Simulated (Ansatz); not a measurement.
**HfHCl+ (doublet): wave-function methods side by side, def2-SVP**

The task here is to estimate one member of a computed series from the others.

Program: Ansatz 0.2.0, Gaussian basis. Level of theory: def2-SVP, core rule «outside noble gas», up to 9 orbitals frozen. These are calculated values, not measurements.

The runs, in order: UHF; CCSD(T) on ROHF; CCSD(T) on UHF; CISD; CCSDT(Q) on ROHF; CCSDT(Q) on UHF.

11 further runs of the same task are left out: 7 for a known fault of the program, 4 set aside as unsound or not needed.

## The system

The geometry is a PBE0/def2-TZVP stationary point (not a proven minimum) of the parent state, kept for this charge and spin. No spin-orbit coupling is included. Elements past krypton take def2 core potentials.

3 atoms, charge 1, spin multiplicity 2.

Atoms are counted from 1 here; the program's logs count them from 0.

Bond lengths: Hf1–Cl2 2.337 Å, Hf1–H3 1.882 Å. Angles: Cl2–Hf1–H3 180.0°.

The first run:

in.yaml reads:

```yaml
crystal:
  periodic: [false, false, false]
  atoms:
    - {symbol: Hf, position_ang: [0.000000, 0.000000, 0.151500]}
    - {symbol: Cl, position_ang: [0.000000, 0.000000, -2.185400]}
    - {symbol: H, position_ang: [0.000000, 0.000000, 2.033900]}
basis:
  gaussian: {orbitals: def2-SVP}
total_charge: 1
magnetization: {spin_polarized: true, initial_magnetization: 1}
hamiltonian: {xc: hf}
output: {orbitals: {seedname: orbitals}}
```

Command:

```
$ ansatz run in.yaml --threads 1 --pin off --events-out ev --progress --plain --max-ram 2816MiB --backend cpu
```

Among the steps run: UHF; CCSD(T) on ROHF; CCSD(T) on UHF; CISD; CCSDT(Q) on ROHF; CCSDT(Q) on UHF.

One of the session's tables, all rows but one given; the rest of the session is left out.

| method | from RCCSDT(Q) (kJ/mol) |
| --- | --- |
| ROHF | +563.4 |
| UHF | +558.9 |
| RMP2 | +73.0 |
| UMP2 | +71.0 |
| RCCSD | +20.1 |
| UCCSD | ? |
| RCCSD(T) | +2.7 |
| UCCSD(T) | +0.9 |
| RCCSDT | +0.9 |
| UCCSDT | -0.9 |
| RCCSDT(Q) | 0 |
| UCCSDT(Q) | -2.5 |

Estimate the missing values for UCCSD.

The run gave: from RCCSDT(Q) (kJ/mol): +18.2. In the column «from RCCSDT(Q) (kJ/mol)» it lies between RCCSD(T) (+2.7) and RCCSD (+20.1).

Not comparable, so not listed: CISD (they don't share determinant, frozen orbitals or solution with the rows shown, or repeat one).

Caveats from the session: Warnings: coupled cluster took another determinant than the lowest. Restricted and unrestricted rows rest on different reference determinants; where their highest levels disagree by more than a few hundredths of an eV, they describe different states and don't form one ladder.
